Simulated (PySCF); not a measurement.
**HF/cc-pVDZ (density fitting with cc-pvqz-jkfit) run of BNH3F3 (SMILES [NH3+][B-](F)(F)F)**

Aim: the vertical ionisation energy of BNH3F3 at HF/cc-pVDZ (density fitting with cc-pvqz-jkfit), from 2 runs. The job is set up through a Python script.

Program for the calculation: PySCF 2.14.0.

2 further runs of the same task are left out: 2 set aside as unsound or not needed.

### 1 The system as given

The species is BNH3F3 (8 atoms), meant as a singlet with charge 0. As SMILES, `[NH3+][B-](F)(F)F`. The shape is that of a PBE0-D4/def2-TZVP optimisation.

Bond lengths: N1–B2 1.674 Å, B2–F3 1.368 Å, B2–F4 1.368 Å, B2–F5 1.368 Å, N1–H6 1.015 Å, N1–H7 1.015 Å, N1–H8 1.015 Å. Some angles: N1–B2–F3 104.1°, N1–B2–F4 104.1°, N1–B2–F5 104.1°, F3–B2–F4 114.2°, F3–B2–F5 114.2°, F4–B2–F5 114.2°, B2–N1–H6 110.1°, B2–N1–H7 110.1°, B2–N1–H8 110.1°, H6–N1–H7 108.9°.

### 2 The energy at HF/cc-pVDZ (density fitting with cc-pvqz-jkfit)

The input, input.py:

```python
from pyscf import gto, scf

system = gto.M(
    atom='''
N       -0.501800      -0.052400       0.645700
B        0.531500       0.038700      -0.668100
F        1.521100      -0.860400      -0.378100
F       -0.251400      -0.312100      -1.733900
F        0.943600       1.343300      -0.679400
H       -1.280300       0.587300       0.522000
H       -0.006300       0.194600       1.496700
H       -0.864300      -0.996100       0.739300
''',
    verbose=3,
    max_memory=1860,
    basis='cc-pvdz',
)

mf = scf.RHF(system)
mf = mf.density_fit(auxbasis='cc-pvqz-jkfit')
mf.conv_tol = 1e-10
mf.kernel()
if not mf.converged:
    mf = mf.newton().run(mf.mo_coeff, mf.mo_occ)

etot = mf.e_tot
print('E = %.10f Eh' % etot)
```

The run is started by

```bash
$ OMP_NUM_THREADS=1 python input.py
```

What it wrote:

```text
converged SCF energy = -379.432720595609
E = -379.4327205956 Eh
```

It took 1.6 s on 1 thread of Arm Neoverse V1, shared host; peak memory 0.15 GiB.

### 3 The doublet cation, same level

The input, calc.py:

```python
from pyscf import gto

mol = gto.M(
    atom='''
N     -0.501800    -0.052400     0.645700
B      0.531500     0.038700    -0.668100
F      1.521100    -0.860400    -0.378100
F     -0.251400    -0.312100    -1.733900
F      0.943600     1.343300    -0.679400
H     -1.280300     0.587300     0.522000
H     -0.006300     0.194600     1.496700
H     -0.864300    -0.996100     0.739300
''',
    spin=1,
    max_memory=1860,
    charge=1,
    verbose=3,
    basis='cc-pvdz',
)

mf = mol.UHF()
mf = mf.density_fit(auxbasis='cc-pvqz-jkfit')
mf.conv_tol = 1e-10
mf.kernel()
if not mf.converged:
    mf = mf.newton().run(mf.mo_coeff, mf.mo_occ)

etot = mf.e_tot
print('E = %.10f Eh' % etot)
```

The run is started by

```bash
$ OMP_NUM_THREADS=1 python calc.py
```

What it wrote:

```text
converged SCF energy = -378.939904144236  <S^2> = 0.77539745  2S+1 = 2.0252382
E = -378.9399041442 Eh
```

It took 3.3 s on 1 thread of Arm Neoverse V1, shared host; peak memory 0.16 GiB.

### 4 Results

Level: HF/cc-pVDZ (density fitting with cc-pvqz-jkfit).

```
                                          quantity          value
                      singlet BNH3F3: total energy  -379.43272 Eh
                     singlet BNH3F3: dipole moment         6.48 D
                       singlet BNH3F3: HOMO energy      -14.96 eV
                       singlet BNH3F3: LUMO energy        3.55 eV
                     singlet BNH3F3: HOMO–LUMO gap       18.51 eV
                      doublet cation: total energy  -378.93990 Eh
doublet cation: HOMO energy (highest over α and β)      -22.11 eV
 doublet cation: LUMO energy (lowest over α and β)      -11.84 eV
                              doublet cation: ⟨S²⟩          0.775
vertical ionisation energy (to the doublet cation)      13.410 eV
```

The vertical ionisation energy comes to 13.41 eV (1294 kJ/mol). −ε(HOMO) before ionisation, 14.96 eV, is 1.55 eV above this ionisation energy. Mulliken charges (doublet cation) run from -0.17 on F3 to +0.52 on B2; they depend strongly on the basis.
